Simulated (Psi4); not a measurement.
**InNH4 (SMILES [NH2][InH2]): levels of theory compared**

We compute a comparison of 4 runs (HF/3-21G, HF/def2-SVP, PBE0/def2-SVP, TPSS/def2-TZVP) of InNH4. 

Program for the calculation: Psi4 1.11.

10 further runs of the same task are left out: 1 that didn't finish, 9 set aside as unsound or not needed.

**1. The system as given**

InNH4: 6 atoms, total charge 0, spin state singlet. As SMILES, `[NH2][InH2]`. Geometry: relaxed at PBE0-D4/def2-TZVP.

Bond lengths: N1–In2 2.007 Å, N1–H3 1.006 Å, N1–H4 1.006 Å, In2–H5 1.712 Å, In2–H6 1.712 Å. Angles: N1–In2–H5 115.0°, N1–In2–H6 115.0°, In2–N1–H3 124.3°, In2–N1–H4 124.3°, H5–In2–H6 130.0°, H3–N1–H4 111.3°.

**2. The energy at HF/3-21G (run 1)**

The input, job.json:

```json
{
  "schema_name": "qcschema_input",
  "schema_version": 1,
  "molecule": {
    "schema_name": "qcschema_molecule",
    "schema_version": 2,
    "symbols": ["N", "In", "H", "H", "H", "H"],
    "geometry": [-0.17423275, -2.00405456, 0.06916398, 0.1800909, 1.76859468, -0.09127377, -1.13005622, -2.9345557, 1.42371966, 0.58940558, -3.20743215, -1.18920465, 1.9133477, 2.87332857, -2.5902476, -1.29899774, 3.38317668, 2.29053704],
    "molecular_charge": 0,
    "molecular_multiplicity": 1,
    "fix_symmetry": "c1",
    "fix_com": true,
    "fix_orientation": true
  },
  "driver": "energy",
  "model": {
    "method": "scf",
    "basis": "3-21G"
  },
  "keywords": {
    "reference": "rhf",
    "puream": true,
    "e_convergence": 1e-09,
    "d_convergence": 1e-08,
    "scf_type": "pk",
    "scf_properties": ["MAYER_INDICES", "LOWDIN_CHARGES", "QUADRUPOLE"]
  }
}
```

Run with:

```console
psi4 --qcschema job.json -n 1 --memory 1600MB
```

stdout:

```text
[...]
  Running in c1 symmetry.
[...]
  Nuclear repulsion =  150.683087076388915
[...]
  Multiplicity = 1
[...]
  Nalpha       = 30
  Nbeta        = 30
[...]
    Number of basis functions: 48
[...]
   @RHF iter   1: -5770.84662975931496   -3.53890e+00   1.30685e-02 ADIIS/DIIS
[...]
   @RHF iter  10: -5771.17908942779104   -7.27596e-12   3.87276e-09 DIIS
[...]
    Orbital Energies [Eh]
    ---------------------
    Doubly Occupied:
       1A   -991.680152     2A   -148.650913     3A   -138.082546
       4A   -138.081358     5A   -138.081336     6A    -29.534273
       7A    -25.076838     8A    -25.072257     9A    -25.071851
      10A    -17.477212    11A    -17.475735    12A    -17.475690
      13A    -17.472483    14A    -17.471966    15A    -15.419590
      16A     -4.980512    17A     -3.453765    18A     -3.448243
      19A     -3.445318    20A     -1.111726    21A     -1.084449
      22A     -1.079567    23A     -1.077935    24A     -1.075453
      25A     -1.031345    26A     -0.605463    27A     -0.552540
      28A     -0.435929    29A     -0.403052    30A     -0.358162
[...]
  @RHF Final Energy: -5771.17908942779104
   => Energetics <=
    Nuclear Repulsion Energy =            150.6830870763889152
    One-Electron Energy =               -8271.1890380583972728
    Two-Electron Energy =                2349.3268615542174302
    Total Energy =                      -5771.1790894277910411
[...]
 Multipole Moments:
 ------------------------------------------------------------------------------------
     Multipole            Electronic (a.u.)      Nuclear  (a.u.)        Total (a.u.)
 ------------------------------------------------------------------------------------
 L = 1.  Multiply by 2.5417464519 to convert [e a0] to [Debye]
 Dipole X            :         -7.6980209            7.6785242           -0.0194967
 Dipole Y            :        -72.9922983           72.7472748           -0.2450235
 Dipole Z            :          4.0665994           -4.0534624            0.0131370
 Magnitude           :                                                    0.2461488
 L = 2.  Multiply by 1.3450342976 to convert [e a0^2] to [Debye ang]
 Quadrupole XX       :        -32.8512891            8.7744238          -24.0768653
 Quadrupole XY       :        -20.5935798           20.5797584           -0.0138214
[...]
```

The result, in JSON:

```text
{
 "driver": "energy",
 "model": {
  "method": "scf",
  "basis": "3-21G"
 },
 "success": true,
 "return_result": -5771.179089427791,
 "properties": {
  "calcinfo_nbasis": 48,
  "calcinfo_nmo": 48,
  "calcinfo_nalpha": 30,
  "calcinfo_nbeta": 30,
  "calcinfo_natom": 6,
  "nuclear_repulsion_energy": 150.68308707638892,
  "return_energy": -5771.179089427791,
  "scf_one_electron_energy": -8271.189038058397,
  "scf_two_electron_energy": 2349.3268615542174,
  "scf_dipole_moment": [-0.01949674661422307, -0.24502350984700172, 0.013136955949131668],
  "scf_total_energy": -5771.179089427791,
  "scf_iterations": 10
 }
}
```

It took 1.4 s on 1 thread of Intel Xeon 6975P-C (Granite Rapids), shared host; peak memory 0.19 GiB.

**3. Energy and gradient at HF/def2-SVP (core potential) (run 2)**

The input, h4inn.json:

```json
{
  "schema_name": "qcschema_input",
  "schema_version": 1,
  "molecule": {
    "schema_name": "qcschema_molecule",
    "schema_version": 2,
    "symbols": ["N", "In", "H", "H", "H", "H"],
    "geometry": [-0.17423275, -2.00405456, 0.06916398, 0.1800909, 1.76859468, -0.09127377, -1.13005622, -2.9345557, 1.42371966, 0.58940558, -3.20743215, -1.18920465, 1.9133477, 2.87332857, -2.5902476, -1.29899774, 3.38317668, 2.29053704],
    "molecular_charge": 0,
    "molecular_multiplicity": 1,
    "fix_symmetry": "c1",
    "fix_com": true,
    "fix_orientation": true
  },
  "driver": "gradient",
  "model": {
    "method": "scf",
    "basis": "def2-SVP"
  },
  "keywords": {
    "puream": true,
    "e_convergence": 1e-09,
    "d_convergence": 1e-08,
    "scf_type": "pk",
    "scf_properties": ["QUADRUPOLE", "DIPOLE", "WIBERG_LOWDIN_INDICES"]
  }
}
```

Run with:

```console
psi4 --qcschema h4inn.json -n 1 --memory 1600MB
```

stdout:

```text
[...]
  Running in c1 symmetry.
[...]
  Nuclear repulsion =   70.741603796292011
[...]
  Multiplicity = 1
[...]
  Nalpha       = 16
  Nbeta        = 16
[...]
    Number of basis functions: 60
[...]
   @RHF iter   1:  -245.78901934767237   -1.52735e+00   8.53046e-03 ADIIS/DIIS
[...]
   @RHF iter  11:  -245.91295112193703   -1.16529e-12   2.01120e-09 DIIS
[...]
    Orbital Energies [Eh]
    ---------------------
    Doubly Occupied:
       1A    -15.514005     2A     -5.374929     3A     -3.635956
       4A     -3.627850     5A     -3.627775     6A     -1.085690
       7A     -1.022778     8A     -1.018348     9A     -1.016368
      10A     -1.014616    11A     -0.995188    12A     -0.616201
      13A     -0.570697    14A     -0.444374    15A     -0.408711
      16A     -0.370819
[...]
  @RHF Final Energy:  -245.91295112193703
   => Energetics <=
    Nuclear Repulsion Energy =             70.7416037962920115
    One-Electron Energy =                -552.6204988657652848
    Two-Electron Energy =                 235.9659439475362603
    Total Energy =                       -245.9129511219370272
[...]
 Multipole Moments:
 ------------------------------------------------------------------------------------
     Multipole            Electronic (a.u.)      Nuclear  (a.u.)        Total (a.u.)
 ------------------------------------------------------------------------------------
 L = 1.  Multiply by 2.5417464519 to convert [e a0] to [Debye]
 Dipole X            :         -2.6431656            2.6359790           -0.0071867
 Dipole Y            :        -23.3320530           23.2266238           -0.1054293
 Dipole Z            :          1.5044426           -1.4977969            0.0066458
 Magnitude           :                                                    0.1058827
 L = 2.  Multiply by 1.3450342976 to convert [e a0^2] to [Debye ang]
 Quadrupole XX       :        -30.8169598            7.8663073          -22.9506525
 Quadrupole XY       :        -11.6751255           11.6615398           -0.0135857
[...]
  -Total Gradient:
     Atom            X                  Y                   Z
    ------   -----------------  -----------------  -----------------
       1        0.000856434511     0.009878266741    -0.000412199621
       2       -0.000092060804    -0.000859993773     0.000079945396
       3       -0.002819197843    -0.000419229580     0.004238152007
       4        0.002718915681    -0.001343003057    -0.004184264969
       5       -0.002418701032    -0.003291096319     0.003310831704
       6        0.001754609487    -0.003964944012    -0.003032464518
[...]
```

The result, in JSON:

```text
{
 "driver": "gradient",
 "model": {
  "method": "scf",
  "basis": "def2-SVP"
 },
 "success": true,
 "return_result": [0.0008564345105037362, 0.009878266741120245, -0.00041219962068624223, -9.206080373914613e-05, -0.0008599937727783794, 7.994539617997001e-05, -0.0028191978428555586, -0.00041922958022230783, 0.004238152007145446, 0.002718915681181544, -0.0013430030571466856, -0.004184264968699725, -0.0024187010319540736, -0.0032910963193112236, 0.00331083170354296, 0.0017546094869391043, -0.003964944011510596, -0.0030324645175265064],
 "properties": {
  "calcinfo_nbasis": 60,
  "calcinfo_nmo": 60,
  "calcinfo_nalpha": 16,
  "calcinfo_nbeta": 16,
  "calcinfo_natom": 6,
  "nuclear_repulsion_energy": 70.74160379629201,
  "return_energy": -245.91295112193703,
  "return_gradient": [0.0008564345105037362, 0.009878266741120245, -0.00041219962068624223, -9.206080373914613e-05, -0.0008599937727783794, 7.994539617997001e-05, -0.0028191978428555586, -0.00041922958022230783, 0.004238152007145446, 0.002718915681181544, -0.0013430030571466856, -0.004184264968699725, -0.0024187010319540736, -0.0032910963193112236, 0.00331083170354296, 0.0017546094869391043, -0.003964944011510596, -0.0030324645175265064],
  "scf_one_electron_energy": -552.6204988657653,
  "scf_two_electron_energy": 235.96594394753626,
  "scf_dipole_moment": [-0.007186671593061966, -0.10542925869365405, 0.00664576487742341],
  "scf_total_energy": -245.91295112193703,
  "scf_total_gradient": [0.0008564345105037362, 0.009878266741120245, -0.00041219962068624223, -9.206080373914613e-05, -0.0008599937727783794, 7.994539617997001e-05, -0.0028191978428555586, -0.00041922958022230783, 0.004238152007145446, 0.002718915681181544, -0.0013430030571466856, -0.004184264968699725, -0.0024187010319540736, -0.0032910963193112236, 0.00331083170354296, 0.0017546094869391043, -0.003964944011510596, -0.0030324645175265064],
  "scf_iterations": 11
 }
}
```

Wall time 2.5 s (1 thread of Intel Xeon 6975P-C (Granite Rapids), shared host); peak memory 0.21 GiB.

**4. Energy and gradient at PBE0/def2-SVP (core potential) (run 3)**

The input, job.py:

```python
import psi4

psi4.set_memory('1600 MB')
psi4.set_num_threads(1)
psi4.set_output_file('run.log', False)

mol = psi4.geometry("""
0 1
N     -0.092200    -1.060500     0.036600
In     0.095300     0.935900    -0.048300
H     -0.598000    -1.552900     0.753400
H      0.311900    -1.697300    -0.629300
H      1.012500     1.520500    -1.370700
H     -0.687400     1.790300     1.212100
symmetry c1
""")

psi4.set_options({
    'basis': 'def2-SVP',
    'reference': 'rks',
    'puream': True,
    'e_convergence': 1e-09,
    'd_convergence': 1e-08,
    'scf_type': 'pk',
    'dft_radial_points': 99,
    'dft_spherical_points': 590,
})

e_tot = psi4.gradient("pbe0")
print('gradient / Eh bohr^-1')
print(e_tot.np.round(6))
for k, v in sorted(psi4.core.scalar_variables().items()):
    print(f'{k:45s} {v:18.10f}')
```

Run with:

```console
python job.py
```

run.log:

```text
[...]
    !!!  WARNING: ECP capability is in beta. Please check occupations closely.  !!!
[...]
  Running in c1 symmetry.
[...]
  Nuclear repulsion =   70.741603805927312
[...]
  Multiplicity = 1
[...]
  Nalpha       = 16
  Nbeta        = 16
[...]
    Number of basis functions: 60
[...]
   @RKS iter   1:  -246.85922257983057   -9.11752e-01   1.31002e-02 ADIIS/DIIS
[...]
   @RKS iter  10:  -247.14812920203920   -1.44382e-11   9.20766e-09 DIIS
[...]
    Orbital Energies [Eh]
    ---------------------
    Doubly Occupied:
       1A    -14.358474     2A     -4.704581     3A     -3.105438
       4A     -3.095670     5A     -3.095334     6A     -0.835300
       7A     -0.776413     8A     -0.770088     9A     -0.769659
      10A     -0.769022    11A     -0.754784    12A     -0.472805
      13A     -0.444248    14A     -0.328456    15A     -0.300059
      16A     -0.248667
[...]
  @RKS Final Energy:  -247.14812920203920
   => Energetics <=
    Nuclear Repulsion Energy =             70.7416038059273120
    One-Electron Energy =                -552.6967301980980665
    Two-Electron Energy =                 253.8990290630658535
    DFT Exchange-Correlation Energy =     -19.0920318729342853
    Empirical Dispersion Energy =           0.0000000000000000
    VV10 Nonlocal Energy =                  0.0000000000000000
    Total Energy =                       -247.1481292020392004
[...]
 Multipole Moments:
 ------------------------------------------------------------------------------------
     Multipole            Electronic (a.u.)      Nuclear  (a.u.)        Total (a.u.)
 ------------------------------------------------------------------------------------
 L = 1.  Multiply by 2.5417464519 to convert [e a0] to [Debye]
 Dipole X            :          1.7509984           -1.7757233           -0.0247249
 Dipole Y            :         18.6744898          -18.9634003           -0.2889105
 Dipole Z            :         -0.7952224            0.8094175            0.0141950
 Magnitude           :                                                    0.2903138
[...]
  -Total Gradient:
     Atom            X                  Y                   Z
    ------   -----------------  -----------------  -----------------
       1       -0.000321143309    -0.003248099664     0.000184120184
       2       -0.000245744078    -0.002386483222     0.000133692385
       3        0.003218513606     0.003516319837    -0.004507079400
       4       -0.002461612502     0.004373714105     0.004117756872
       5       -0.001103678437    -0.000961028638     0.001569709457
       6        0.000913889458    -0.001292211597    -0.001498277476
[...]
```

Standard output:

```text
gradient / Eh bohr^-1
[[-0.000321 -0.003248  0.000184]
 [-0.000246 -0.002386  0.000134]
 [ 0.003219  0.003516 -0.004507]
 [-0.002462  0.004374  0.004118]
 [-0.001104 -0.000961  0.00157 ]
 [ 0.000914 -0.001292 -0.001498]]
CURRENT ENERGY                                   -247.1481292020
CURRENT REFERENCE ENERGY                         -247.1481292020
DD SOLVATION ENERGY                                 0.0000000000
DFT FUNCTIONAL TOTAL ENERGY                      -247.1481292020
DFT TOTAL ENERGY                                 -247.1481292020
DFT VV10 ENERGY                                     0.0000000000
DFT XC ENERGY                                     -19.0920318729
GRID ELECTRONS ALPHA                               15.9999999522
GRID ELECTRONS BETA                                15.9999999522
GRID ELECTRONS TOTAL                               31.9999999043
NUCLEAR REPULSION ENERGY                           70.7416038059
ONE-ELECTRON ENERGY                              -552.6967301981
PCM POLARIZATION ENERGY                             0.0000000000
PE ENERGY                                           0.0000000000
SCF ITERATION ENERGY                             -247.1481292020
SCF ITERATIONS                                     10.0000000000
SCF TOTAL ENERGY                                 -247.1481292020
TWO-ELECTRON ENERGY                               253.8990290631
XC GRID RADIAL POINTS                              99.0000000000
XC GRID SPHERICAL POINTS                          590.0000000000
XC GRID TOTAL POINTS                           334792.0000000000
```

It took 8.7 s on 1 thread of Intel Xeon 6975P-C (Granite Rapids), shared host; peak memory 0.76 GiB.

**5. Energy and gradient at TPSS/def2-TZVP (core potential) (run 4)**

The input, run.py:

```python
import psi4

psi4.set_memory('1600 MB')
psi4.set_num_threads(1)
psi4.set_output_file('psi4.out', False)

geom = psi4.geometry("""
0 1
N     -0.17423275    -2.00405456     0.06916398
In     0.18009090     1.76859468    -0.09127377
H     -1.13005622    -2.93455570     1.42371966
H      0.58940558    -3.20743215    -1.18920465
H      1.91334770     2.87332857    -2.59024760
H     -1.29899774     3.38317668     2.29053704
units bohr
symmetry c1
no_reorient
no_com
""")

options = {'basis': 'def2-TZVP', 'puream': True, 'e_convergence': 1e-09, 'd_convergence': 1e-08, 'scf_type': 'pk', 'dft_radial_points': 99, 'dft_spherical_points': 590}
psi4.set_options(options)

e, wfn = psi4.gradient('tpss', molecule=geom, return_wfn=True)
psi4.oeprop(wfn, 'QUADRUPOLE', 'MAYER_INDICES', 'LOWDIN_CHARGES')
print('gradient / Eh bohr^-1')
print(e.np.round(6))
print(f'energy = {wfn.energy():.10f} Eh')
```

Run with:

```console
python run.py
```

psi4.out:

```text
[...]
    !!!  WARNING: ECP capability is in beta. Please check occupations closely.  !!!
[...]
  Running in c1 symmetry.
[...]
  Nuclear repulsion =   70.741603796292011
[...]
  Multiplicity = 1
[...]
  Nalpha       = 16
  Nbeta        = 16
[...]
    Number of basis functions: 105
[...]
   @RKS iter   1:  -246.68653507583832   -5.24401e-01   1.07913e-02 DIIS/ADIIS
[...]
   @RKS iter  12:  -247.23086757964387   -5.00222e-12   2.60533e-09 DIIS
[...]
  @RKS Final Energy:  -247.23086757964387
   => Energetics <=
    Nuclear Repulsion Energy =             70.7416037962920115
    One-Electron Energy =                -552.6821172142576870
    Two-Electron Energy =                 259.7487444086118558
    DFT Exchange-Correlation Energy =     -25.0390985702900331
    Empirical Dispersion Energy =           0.0000000000000000
    VV10 Nonlocal Energy =                  0.0000000000000000
    Total Energy =                       -247.2308675796438706
[...]
  -Total Gradient:
     Atom            X                  Y                   Z
    ------   -----------------  -----------------  -----------------
       1       -0.000051178560    -0.000440827862     0.000065419667
       2       -0.000517974632    -0.005226027451     0.000249662303
       3        0.002731818621     0.002899734221    -0.003837529501
       4       -0.002106406245     0.003626040071     0.003508116244
       5       -0.000753402342    -0.000304712146     0.001110853575
       6        0.000697920058    -0.000546268128    -0.001096843661
[...]
 Multipole Moments:
 ------------------------------------------------------------------------------------
     Multipole            Electronic (a.u.)      Nuclear  (a.u.)        Total (a.u.)
 ------------------------------------------------------------------------------------
 L = 1.  Multiply by 2.5417464519 to convert [e a0] to [Debye]
 Dipole X            :         -2.6577473            2.6359790           -0.0217683
 Dipole Y            :        -23.4818206           23.2266238           -0.2551968
 Dipole Z            :          1.5104175           -1.4977969            0.0126207
 Magnitude           :                                                    0.2564343
 L = 2.  Multiply by 1.3450342976 to convert [e a0^2] to [Debye ang]
 Quadrupole XX       :        -31.1755635            7.8663073          -23.3092563
 Quadrupole XY       :        -11.6259994           11.6615398            0.0355403
[...]
```

On the terminal:

```text
gradient / Eh bohr^-1
[[-5.100e-05 -4.410e-04  6.500e-05]
 [-5.180e-04 -5.226e-03  2.500e-04]
 [ 2.732e-03  2.900e-03 -3.838e-03]
 [-2.106e-03  3.626e-03  3.508e-03]
 [-7.530e-04 -3.050e-04  1.111e-03]
 [ 6.980e-04 -5.460e-04 -1.097e-03]]
energy = -247.2308675796 Eh
```

It took 36 s on 1 thread of Intel Xeon 6975P-C (Granite Rapids), shared host; peak memory 0.68 GiB.

**6. All runs side by side**

```csv
run,level,task,core potential,energy (Eh),dipole moment (D),HOMO energy (eV),LUMO energy (eV),wall time
1,HF/3-21G,energy,none,-5771.179089,0.63,-9.75,1.69,1.4 s
2,HF/def2-SVP (core potential),gradient,def2,-245.912951,0.27,-10.09,1.51,2.5 s
3,PBE0/def2-SVP (core potential),gradient,def2,-247.148129,0.74,-6.77,-0.93,8.7 s
4,TPSS/def2-TZVP (core potential),gradient,def2,-247.230868,0.65,-5.69,-1.59,36 s
```

**7. Summary of results**

| quantity | value |
| --- | --- |
| run 4: total energy | -247.23087 Eh |
| run 4: dipole moment | 0.65 D |
| run 4: HOMO energy | -5.69 eV |
| run 4: LUMO energy | -1.59 eV |
| run 4: HOMO–LUMO gap | 4.10 eV |
| run 4: largest force on an atom | 0.284 eV/Å |

What this shows: The dipole moment (its size) runs from 0.27 D (HF/def2-SVP) to 0.74 D (PBE0/def2-SVP). The HOMO–LUMO gap runs from 4.10 eV (TPSS/def2-TZVP) to 11.60 eV (HF/def2-SVP). The two ends differ in method and basis. Totals of different functionals can't be ranked against each other. Some runs of one species differ in core potentials or relativity; totals across that change don't compare. In run 1 relativity is left out where basis or elements ask for it. All runs together took 49 s, the longest 36 s.
